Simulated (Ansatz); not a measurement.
# BH2SSe radical: geometry optimisation

Aim: relax BH2SSe radical at this level.

Program: Ansatz 0.2.0. Level of theory: UHF/def2-TZVP. These are calculated values, not measurements.

## Step 1: The starting structure

5 atoms, charge 0, spin multiplicity 2.

Atoms are counted from 1 here; the program's logs count them from 0.

Bond lengths: B1–Se2 1.898 Å, B1–S3 1.805 Å, B1–H4 1.221 Å, S3–H5 1.362 Å. Angles: Se2–B1–S3 125.1°, Se2–B1–H4 114.6°, S3–B1–H4 120.2°, B1–S3–H5 96.0°.

As a file:

```xyz
5

B    -0.3901    0.0166   -0.2107
Se   -1.5984    1.0155   -1.2799
S     1.2158    0.6035    0.3663
H    -0.7736   -1.1061    0.0773
H     1.5462   -0.5296    1.0470
```

## Step 2: Relaxation

The input, input.yaml:

```yaml
crystal:
  periodic: [false, false, false]
  atoms:
    - { symbol: B, position_ang: [-0.390079, 0.016643, -0.210673] }
    - { symbol: Se, position_ang: [-1.598405, 1.015505, -1.279913] }
    - { symbol: S, position_ang: [1.215841, 0.603473, 0.366317] }
    - { symbol: H, position_ang: [-0.773604, -1.10606, 0.077312] }
    - { symbol: H, position_ang: [1.546247, -0.529561, 1.046956] }
magnetization:
  spin_polarized: true
  initial_magnetization: 1
basis:
  gaussian: { orbitals: def2-TZVP }
hamiltonian:
  xc: hf
output:
  forces: true
relax:
  f_tol: 0.003
  max_steps: 120
```

Started as:

```
ansatz run input.yaml --threads 1 --pin off --max-ram 2560MiB --backend cpu --events-out ev --progress --plain --runs-dir out
```

What it wrote:

```text
Warning: RAYON_NUM_THREADS=1 ignored (pool sized by the plan → 1); use --threads N
The last accepted step is kept in <dir> (removed where the run ends without a failure and the disk answers)
Engine: ansatz 0.2.0, x86_64-unknown-linux-gnu
Functional definition: HF
  exchange = exact_x
  correlation = 0
1124 factors; their error is unknown
mean field evaluation 1: about -76821.9916 eV, gradient 1.1e1 eV
mean field evaluation 2: about -76823.2438 eV, gradient 4.1e0 eV
mean field evaluation 4: about -76823.5138 eV, gradient 6.0e-1 eV
mean field evaluation 8: about -76823.5251 eV, gradient 8.3e-2 eV
mean field evaluation 16: about -76825.3831 eV, gradient 1.9e-5 eV
mean field evaluation 32: about -76824.8000 eV, gradient 6.3e-1 eV
mean field evaluation 64: about -76823.2448 eV, gradient 4.1e0 eV
mean field -76825.38310061 eV, -2823.2807548324 hartree, gradient 2.1e-5 eV, S^2 0.762581; 2 other end points of the search recorded, 0 dependent functions left out
the calculation of the forces begins
reference -76825.38310061 eV, -2823.2807548324 hartree; 29, 28 occupied and 99, 100 virtual orbitals, 1124 factors
relax step   1: F+E_penalty+E_count = -76825.38310061 eV  Δ(F+E_penalty+E_count) = +0.000e0 eV  max|allowed force component| = 1.139e0 eV/Å  Δτ_max = 0.0000 Å  (150 SCF iters, accepted)
these checks for a lower state are left out or cut short: starts, cluster_reference, orbital_swaps, neighbouring_geometries, increment
1124 factors; their error is unknown
mean field -76825.42848269 eV, -2823.2824225931 hartree, gradient 9.0e-6 eV, S^2 0.762404; 0 other end points of the search recorded, 0 dependent functions left out
the calculation of the forces begins
reference -76825.42848269 eV, -2823.2824225931 hartree; 29, 28 occupied and 99, 100 virtual orbitals, 1124 factors
relax step   2: F+E_penalty+E_count = -76825.42848269 eV  Δ(F+E_penalty+E_count) = -4.538e-2 eV  max|allowed force component| = 4.110e-1 eV/Å  Δτ_max = 0.0285 Å  (60 SCF iters, accepted)
these checks for a lower state are left out or cut short: starts, cluster_reference, orbital_swaps, neighbouring_geometries, increment
1124 factors; their error is unknown
mean field -76825.43119705 eV, -2823.2825223441 hartree, gradient 2.7e-5 eV, S^2 0.762315; 0 other end points of the search recorded, 0 dependent functions left out
the calculation of the forces begins
reference -76825.43119705 eV, -2823.2825223441 hartree; 29, 28 occupied and 99, 100 virtual orbitals, 1124 factors
relax step   3: F+E_penalty+E_count = -76825.43119705 eV  Δ(F+E_penalty+E_count) = -2.714e-3 eV  max|allowed force component| = 2.152e-1 eV/Å  Δτ_max = 0.0332 Å  (65 SCF iters, accepted)
these checks for a lower state are left out or cut short: starts, cluster_reference, orbital_swaps, neighbouring_geometries, increment
1124 factors; their error is unknown
mean field evaluation 96: about -76825.4341 eV, gradient 1.0e0 eV
mean field -76825.43578041 eV, -2823.2826907794 hartree, gradient 1.5e-5 eV, S^2 0.762311; 0 other end points of the search recorded, 0 dependent functions left out
the calculation of the forces begins
reference -76825.43578041 eV, -2823.2826907794 hartree; 29, 28 occupied and 99, 100 virtual orbitals, 1124 factors
relax step   4: F+E_penalty+E_count = -76825.43578041 eV  Δ(F+E_penalty+E_count) = -4.583e-3 eV  max|allowed force component| = 2.090e-2 eV/Å  Δτ_max = 0.0202 Å  (63 SCF iters, accepted)
these checks for a lower state are left out or cut short: starts, cluster_reference, orbital_swaps, neighbouring_geometries, increment
1124 factors; their error is unknown
mean field -76825.43580414 eV, -2823.2826916514 hartree, gradient 1.4e-5 eV, S^2 0.762314; 0 other end points of the search recorded, 0 dependent functions left out
the calculation of the forces begins
reference -76825.43580414 eV, -2823.2826916514 hartree; 29, 28 occupied and 99, 100 virtual orbitals, 1124 factors
relax step   5: F+E_penalty+E_count = -76825.43580414 eV  Δ(F+E_penalty+E_count) = -2.373e-5 eV  max|allowed force component| = 5.473e-3 eV/Å  Δτ_max = 0.0021 Å  (61 SCF iters, accepted)
these checks for a lower state are left out or cut short: starts, cluster_reference, orbital_swaps, neighbouring_geometries, increment
1124 factors; their error is unknown
mean field -76825.43580598 eV, -2823.2826917191 hartree, gradient 2.7e-5 eV, S^2 0.762314; 0 other end points of the search recorded, 0 dependent functions left out
the calculation of the forces begins
reference -76825.43580598 eV, -2823.2826917191 hartree; 29, 28 occupied and 99, 100 virtual orbitals, 1124 factors
relax step   6: F+E_penalty+E_count = -76825.43580598 eV  Δ(F+E_penalty+E_count) = -1.842e-6 eV  max|allowed force component| = 8.851e-4 eV/Å  Δτ_max = 0.0005 Å  (55 SCF iters, accepted)
1124 factors; their error is unknown
mean field evaluation 128: about -76825.4358 eV, gradient 2.6e-5 eV
mean field evaluation 160: about -76824.9093 eV, gradient 1.2e0 eV
mean field evaluation 192: about -76822.1056 eV, gradient 1.1e1 eV
mean field -76825.43580598 eV, -2823.2826917191 hartree, gradient 2.6e-5 eV, S^2 0.762314; 3 other end points of the search recorded, 0 dependent functions left out
the calculation of the forces begins
reference -76825.43580598 eV, -2823.2826917191 hartree; 29, 28 occupied and 99, 100 virtual orbitals, 1124 factors
Total energy: -76825.43580598 eV, -2823.2826917191 hartree
Atom 0 at    -0.403964    -0.027358    -0.199520 Å, force     0.000528    -0.000122     0.000364 eV/Å
Atom 1 at    -1.580968     1.052748    -1.289339 Å, force    -0.000886     0.000396    -0.000609 eV/Å
Atom 2 at     1.189594     0.583786     0.367054 Å, force     0.000333    -0.000275     0.000210 eV/Å
Atom 3 at    -0.776338    -1.113991     0.081831 Å, force    -0.000160    -0.000100    -0.000092 eV/Å
Atom 4 at     1.571677    -0.495185     1.039973 Å, force     0.000185     0.000102     0.000128 eV/Å
Dipole moment:     0.067001    -0.242747     0.141476 e Å
```

It took 78 s on 1 thread of Intel Xeon Platinum 8259CL at 2.50GHz (Skylake/Cascade Lake), shared host; peak memory 0.5 GiB.

The steps of the relaxation:

```csv
step,energy from step 1 (eV),largest force component (eV/Å)
1,0.0000,1.1394
2,-0.0454,0.4110
3,-0.0481,0.2152
4,-0.0527,0.0209
5,-0.0527,0.0055
6,-0.0527,0.0009
```

Distances of close pairs at the start and the end, largest changes first:

```csv
bond,before (Å),after (Å),change (Å)
B1–H4,1.221,1.183,-0.038
B1–Se2,1.898,1.934,+0.036
S3–H5,1.362,1.328,-0.035
B1–S3,1.805,1.798,-0.006
```

## Step 3: Results

```
             quantity      value
        energy gained  0.0527 eV
root mean square move    0.038 Å
        dipole moment     1.39 D
```

What this shows: Bond lengths: B1–Se2 1.934 Å, B1–S3 1.798 Å, B1–H4 1.183 Å, S3–H5 1.328 Å. Angles: Se2–B1–S3 121.8°, Se2–B1–H4 117.1°, S3–B1–H4 121.1°, B1–S3–H5 98.0°. No frequencies were computed here.
